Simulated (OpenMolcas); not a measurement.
# Nb⁴⁺ in K2NaGaF6: CASSCF and CASPT2 levels and susceptibility

Aim: the ligand-field states of Nb⁴⁺ in this surrounding, its lowest levels with spin-orbit coupling and its magnetic susceptibility.

Method: state-averaged CASSCF and CASPT2, spin-orbit coupling by RASSI with atomic mean-field integrals. Code: OpenMolcas 26.06.

### Step 1. What is computed

| Property | Result |
| --- | --- |
| Species | Nb⁴⁺ (niobium, Z = 41, 37 electrons) |
| Basis | ANO-RCC-VTZP [7s6p4d2f1g], 152 functions with the ligands |
| Scalar Hamiltonian | DKH2, point nucleus |
| Inactive shells | 1s 2s 2p 3s 3p 3d 4s 4p of the metal, and all ligand shells |
| Active space | 1 electron in 5 orbitals (4d) |
| Some configurations of this space | 4d |
| Orbitals | optimised for each spin and parity, averaged over all roots |

The outer shells:

4d
```
4d [↑ ][  ][  ][  ][  ]
```

Nb⁴⁺ is taken with its 6 nearest fluoride ions at 1.938 Å, on the cation site of K2NaGaF6 (a = 8.246 Å). The rest of the host is ab initio model potentials to 7.6 Å and point charges beyond; the distance is set by hand, nothing relaxes, and no local charge compensation is placed. Ligand basis ANO-RCC-VDZP.

```xyz
15

Nb    0.0000    0.0000    0.0000
F     1.9380    0.0000    0.0000
F     0.0000    1.9380    0.0000
F    -1.9380    0.0000    0.0000
F     0.0000   -1.9380    0.0000
F     0.0000    0.0000    1.9380
F     0.0000    0.0000   -1.9380
K     2.0615   -2.0615   -2.0615
K    -2.0615    2.0615    2.0615
K     2.0615   -2.0615    2.0615
K    -2.0615    2.0615   -2.0615
K     2.0615    2.0615   -2.0615
K    -2.0615   -2.0615    2.0615
K     2.0615    2.0615    2.0615
K    -2.0615   -2.0615   -2.0615
```

The work runs as a chain of OpenMolcas steps in one folder; each step below is one input file. Labels, J, g values, rates, χT and fits are worked out afterwards by a script from the matrices that RASSI stores.

### Step 2. Basis and integrals

Input file a.inp:

```
&GATEWAY
Basis set
Nb.ANO-RCC-VTZP.
Nb1 0.0 0.0 0.0 Angstrom
End of basis
Basis set
F.ANO-RCC-VDZP.
L1 1.938000 0.000000 0.000000 Angstrom
L2 0.000000 1.938000 0.000000 Angstrom
L3 0.000000 0.000000 1.938000 Angstrom
End of basis
Basis set
K.EMB-AIMP.Barandiaran.0s.0s.ECP.K2NaGaF6.
PseudoCharge
* 16 symmetry-unique lattice sites within 7.6 angstrom
End of basis
Basis set
Na.EMB-AIMP.Barandiaran.0s.0s.ECP.K2NaGaF6.
PseudoCharge
* 7 symmetry-unique lattice sites within 7.6 angstrom
End of basis
Basis set
F.EMB-AIMP.Barandiaran.0s.0s.ECP.K2NaGaF6.
PseudoCharge
* 39 symmetry-unique lattice sites within 7.6 angstrom
End of basis
Basis set
Ga.EMB-AIMP.Barandiaran.0s.0s.ECP.K2NaGaF6.
PseudoCharge
* 6 symmetry-unique lattice sites within 7.6 angstrom
End of basis
Symmetry
XYZ
AngMom=0.0 0.0 0.0
AMFI
RICD
XField
1521 Angstrom 0
* Evjen-weighted lattice charges
&SEWARD
```

The run is started by

```bash
> OMP_NUM_THREADS=1 MOLCAS_MEM=2457 MOLCAS_PROJECT=a pymolcas a.inp > a.log
```

Output:

```text
Basis set label: NB.ANO-RCC...7S6P4D2F1G.

      Electronic valence basis set:
      ------------------
      Associated Effective Charge  41.000000 au
      Associated Actual Charge     41.000000 au
      Nuclear Model: Point charge

      Shell  nPrim  nBasis  Cartesian Spherical Contaminant
         s      21       7        X
         p      18       6        X
         d      13       4                 X
         f       6       2                 X
         g       4       1                 X
                  Relativistic Douglas-Kroll-Hess integrals:
                    - DKH order of Hamiltonian: 2
                    - DKH order of Properties : 0
                  Atomic mean-field integrals
```

### Step 3. Reference wave functions, doublets, 5 roots

Input file a.inp:

```
&RASSCF
FileOrb=start.orb
Symmetry=1
Spin=2
nActEl=1 0 0
Inactive=24 24
Ras2=5 0
CIRoot=5 5 1
SDav=5
CIMx=300
Iter=150 100
PrWF=0.3
OrbListing=Nothing
MaxOrb=0
LevShft=1.0
>>> COPY $Project.JobIph JOB001
```

start.orb holds start orbitals that the driver prepared beforehand, or those of the step before.

Output (excerpt; [...] marks lines left out):

```text
[...]
      Number of active orbitals                  5
[...]
      Spin quantum number                      0.5
[...]
      Active orbitals                            5   0
[...]
      Number of CSFs                             5
      Number of root(s) required                 5
[...]
      Convergence after 13 iterations
[...]
      Natural orbitals and occupation numbers for root  1
      sym 1:   1.000000   0.000000  -0.000000  -0.000000   0.000000
      Natural orbitals and occupation numbers for root  2
      sym 1:   0.000000   0.000000   0.000000   1.000000  -0.000000
      Natural orbitals and occupation numbers for root  3
      sym 1:  -0.000000   1.000000  -0.000000   0.000000   0.000000
::    RASSCF root number  1 Total energy:  -4415.33773843
::    RASSCF root number  2 Total energy:  -4415.33773843
::    RASSCF root number  3 Total energy:  -4415.33773843
::    RASSCF root number  4 Total energy:  -4415.16803583
::    RASSCF root number  5 Total energy:  -4415.16803583
```

### Step 4. State interaction with spin-orbit coupling

Input file a.inp:

```
&RASSI
NrOfJobIphs=1 5
1 2 3 4 5
IphNames
JOB001
EJob
SpinOrbit
DIPRint=1.0
SOCoupling=1000.0
Subsets=2
Property=9
'ANGMOM' 1 'ANGMOM' 2 'ANGMOM' 3 'MLTPL  1' 1 'MLTPL  1' 2 'MLTPL  1' 3
'AMFI' 1 'AMFI' 2 'AMFI' 3
SOProperty=3
'ANGMOM' 1 'ANGMOM' 2 'ANGMOM' 3
```

Output (excerpt; [...] marks lines left out):

```text
SPIN-FREE ENERGIES:
  (Shifted by EMIN (a.u.) =      -4415.3377384302)
 SF State       Relative EMIN(au)   Rel lowest level(eV)    D:o, cm**(-1)
     1             0.0000000000        0.0000000000              0.0000
     2             0.0000000000        0.0000000000              0.0000
     3             0.0000000000        0.0000000000              0.0000
     4             0.1697026048        4.6178431271          37245.4166
     5             0.1697026048        4.6178431271          37245.4166
     Dipole printing threshold changed to   1.00000000E+00
Eigenvalues of complex Hamiltonian:
   -----------------------------------
  (Shifted by EMIN (a.u.) =      -4415.3377384302)
 SO State       Relative EMIN(au)   Rel lowest level(eV)    D:o, cm**(-1)
     1            -0.0015148202        0.0000000000              0.0000
     2            -0.0015148202        0.0000000000              0.0000
     3            -0.0015148202        0.0000000000              0.0000
     4            -0.0015148202        0.0000000000              0.0000
     5             0.0028758422        0.1194760087            963.6390
     6             0.0028758422        0.1194760087            963.6390
     7             0.1697795039        4.6611560142          37594.7586
     8             0.1697795039        4.6611560142          37594.7586
     9             0.1697795039        4.6611560142          37594.7586
    10             0.1697795039        4.6611560142          37594.7586
Weights of the five most important spin-orbit-free states for each spin-orbit state.
[...]
```

These steps took 9 s in all on 1 thread of Arm Neoverse V2, shared host.

States without spin-orbit coupling:

```
state  degeneracy  E (cm-1)
  2T2           3         0
   2E           2     37245
```

With spin-orbit coupling:

```json
{"E (cm-1)": "0.0", "Degeneracy": "4", "Label": "Γ8", "2S+1": "2", "g": ""}
{"E (cm-1)": "963.6", "Degeneracy": "2", "Label": "Γ7", "2S+1": "2", "g": "1.87 1.87 1.87"}
{"E (cm-1)": "37595", "Degeneracy": "4", "Label": "Γ8", "2S+1": "2", "g": ""}
```

Principal g values are given for doublets only; a zero marks a field direction without first-order Zeeman splitting.

Powder χT (cm³ K/mol): 0.00 at 2 K, 0.00 at 5 K, 0.01 at 10 K, 0.01 at 20 K, 0.03 at 50 K, 0.05 at 100 K, 0.08 at 150 K, 0.10 at 200 K, 0.13 at 250 K, 0.15 at 300 K.

A ligand-field fit to the states below 45000 cm-1 gives 10Dq = 37245 cm-1, the gap between the two states.

The orbitals of the open shell are 78 to 88 % metal; the Mulliken charge of the metal is +2.50 e.

### Step 5. CASPT2: IPEA 0.25, imaginary shift 0.1 (closed shells correlated: 4s 4p of the metal, with ligand shells; the Frozen line counts the rest)

Input file a.inp:

```
>>> COPY JOB001 $Project.JobIph
&CASPT2
Multistate=5 1 2 3 4 5
NoMult
Frozen=11 9
IPEA=0.25
Imaginary=0.1
MaxIter=60
WThr=0.0 0.3 0.05
PrWF=0.5
NoMix
```

Output:

```text
Orbital specifications:
      -----------------------

      Symmetry species                           1   2
                                                ag  au
      Frozen orbitals                           11   9
      Inactive orbitals                         13  15
      Active orbitals                            5   0
      Secondary orbitals                        49  50
      Deleted orbitals                           0   0
      Number of basis functions                 78  74
Type of calculation                        SS-CASPT2
      Fock operator                              state-specific
      IPEA shift                                 0.25
      Real shift                                 0.00
      Imaginary shift                            0.10
      The input orbitals will be transformed to quasi-canonical
Reference energy:       -4415.3377384302
      E2 (Non-variational):      -1.6059538510
      Shift correction:          -0.0010348123
      E2 (Variational):          -1.6069886633
      Total energy:           -4416.9447270935
      Residual norm:              0.0000002800
      Reference weight:           0.72913
      Contributions to the CASPT2 correlation energy
      Active & Virtual Only:         -0.0000000002
      One Inactive Excited:          -0.0707274711
      Two Inactive Excited:          -1.5352263798
Reference energy:       -4415.3377384301
      E2 (Non-variational):      -1.6068470733
      Shift correction:          -0.0010388335
      E2 (Variational):          -1.6078859069
      Total energy:           -4416.9456243370
      Residual norm:              0.0000003250
      Reference weight:           0.72881
      Contributions to the CASPT2 correlation energy
      Active & Virtual Only:         -0.0000000002
      One Inactive Excited:          -0.0716299140
      Two Inactive Excited:          -1.5352171591
::    CASPT2 Root  1     Total energy:  -4416.94472709
::    CASPT2 Root  2     Total energy:  -4416.94562434
::    CASPT2 Root  3     Total energy:  -4416.94562817
::    CASPT2 Root  4     Total energy:  -4416.77363207
::    CASPT2 Root  5     Total energy:  -4416.77359150
```

This run took 13 s in all on 1 thread of Arm Neoverse V2, shared host.

SS-CASPT2: lowest energy less the reference's lowest, -1.6076 hartree; reference weights 0.729.

Spin-free states, with their symmetry labels:

```
state  degeneracy  E (cm-1)
  2T2           3         0
   2E           2     37687
```

With spin-orbit coupling:

```tsv
E (cm-1)	Degeneracy	Label	2S+1	g
0	4	Γ8	2	
960	2	Γ7	2	1.87 1.87 1.87
38040	4	Γ8	2
```

Powder χT (cm³ K/mol): 0.00 at 2 K, 0.00 at 5 K, 0.01 at 10 K, 0.01 at 20 K, 0.03 at 50 K, 0.05 at 100 K, 0.08 at 150 K, 0.10 at 200 K, 0.13 at 250 K, 0.15 at 300 K.

A ligand-field fit to the states below 45000 cm-1 gives 10Dq = 37687 cm-1, the gap between the two states.

### Step 6. CASPT2: IPEA 0.25, imaginary shift 0.2 (closed shells correlated: 4s 4p of the metal, with ligand shells; the Frozen line counts the rest)

a.inp: that of step 5 with these lines changed.

```diff
@@ -6,3 +6,3 @@
 IPEA=0.25
-Imaginary=0.1
+Imaginary=0.2
 MaxIter=60
```

Output:

```text
Orbital specifications:
      -----------------------

      Symmetry species                           1   2
                                                ag  au
      Frozen orbitals                           11   9
      Inactive orbitals                         13  15
      Active orbitals                            5   0
      Secondary orbitals                        49  50
      Deleted orbitals                           0   0
      Number of basis functions                 78  74
Type of calculation                        SS-CASPT2
      Fock operator                              state-specific
      IPEA shift                                 0.25
      Real shift                                 0.00
      Imaginary shift                            0.20
      The input orbitals will be transformed to quasi-canonical
Reference energy:       -4415.3377384302
      E2 (Non-variational):      -1.6028613374
      Shift correction:          -0.0041075696
      E2 (Variational):          -1.6069689069
      Total energy:           -4416.9447073371
      Residual norm:              0.0000002605
      Reference weight:           0.73022
      Contributions to the CASPT2 correlation energy
      Active & Virtual Only:         -0.0000000002
      One Inactive Excited:          -0.0705452377
      Two Inactive Excited:          -1.5323160995
Reference energy:       -4415.3377384301
      E2 (Non-variational):      -1.6037427592
      Shift correction:          -0.0041229672
      E2 (Variational):          -1.6078657264
      Total energy:           -4416.9456041565
      Residual norm:              0.0000002991
      Reference weight:           0.72991
      Contributions to the CASPT2 correlation energy
      Active & Virtual Only:         -0.0000000002
      One Inactive Excited:          -0.0714356058
      Two Inactive Excited:          -1.5323071532
::    CASPT2 Root  1     Total energy:  -4416.94470734
::    CASPT2 Root  2     Total energy:  -4416.94560416
::    CASPT2 Root  3     Total energy:  -4416.94560799
::    CASPT2 Root  4     Total energy:  -4416.77361120
::    CASPT2 Root  5     Total energy:  -4416.77357095
```

Time for this run: 13 s (1 thread of Arm Neoverse V2, shared host).

SS-CASPT2: lowest energy less the reference's lowest, -1.6076 hartree; reference weights 0.730.

Spin-free states, with their symmetry labels:

```
state  degeneracy  E (cm-1)
  2T2           3         0
   2E           2     37687
```

With spin-orbit coupling:

| E (cm-1) | Degeneracy | Label | 2S+1 | g |
| --- | --- | --- | --- | --- |
| 0 | 4 | Γ8 | 2 |  |
| 960 | 2 | Γ7 | 2 | 1.87 1.87 1.87 |
| 38040 | 4 | Γ8 | 2 |  |

Powder χT (cm³ K/mol): 0.00 at 2 K, 0.00 at 5 K, 0.01 at 10 K, 0.01 at 20 K, 0.03 at 50 K, 0.05 at 100 K, 0.08 at 150 K, 0.10 at 200 K, 0.13 at 250 K, 0.15 at 300 K.

A ligand-field fit to the states below 45000 cm-1 gives 10Dq = 37687 cm-1, the gap between the two states.

### Step 7. The methods side by side

A. CASSCF
B. SS-CASPT2, IPEA 0.25, imaginary shift 0.1 (closed shells correlated: 4s 4p of the metal, with ligand shells; the Frozen line counts the rest)
C. SS-CASPT2, IPEA 0.25, imaginary shift 0.2 (closed shells correlated: 4s 4p of the metal, with ligand shells; the Frozen line counts the rest)

```
method  ground state  first state of that spin (cm-1)  first gap with spin-orbit (cm-1)  χT at 300 K
     A           2T2                         2E 37250                             963.6         0.15
     B           2T2                         2E 37690                             963.4         0.15
     C           2T2                         2E 37690                             963.4         0.15
```

### Step 8. What came out

| quantity | value |
| --- | --- |
| method | SS-CASPT2, IPEA 0.25, imaginary shift 0.1 (closed shells correlated: 4s 4p of the metal, with ligand shells; the Frozen line counts the rest) |
| spin-free ground state | 2T2, 3-fold in its orbital part |
| first state of the same spin within the active space | 2E at 37700 cm⁻¹ |
| lowest level | 4-fold Γ8 |
| next level | 963.4 cm⁻¹ |
| χT at 300 K | 0.15 cm³ K/mol |
| effective moment at 300 K | 1.10 μB |

Cost by method:

```
                                              method  time of its own steps  time with the reference
                                           A. CASSCF                    9 s                      9 s
B. SS-CASPT2, IPEA 0.25, imaginary shift 0.1, +4s 4p                   13 s                     22 s
C. SS-CASPT2, IPEA 0.25, imaginary shift 0.2, +4s 4p                   13 s                     22 s
```

Times are of one thread on a shared host.

The spin-free ground state (2T2) is 3-fold and keeps the highest spin of the shell. χT at 300 K is 0.15, against 0.38 cm³ K/mol for the spin alone, so orbital moment lowers it. A ligand-field fit to the states below 45000 cm-1 gives 10Dq = 37687 cm-1, the gap between the two states. CASPT2 does not keep the components of a term degenerate, and the means are used. The bonds are covalent and no ligand orbital is active, so the numbers are rough.
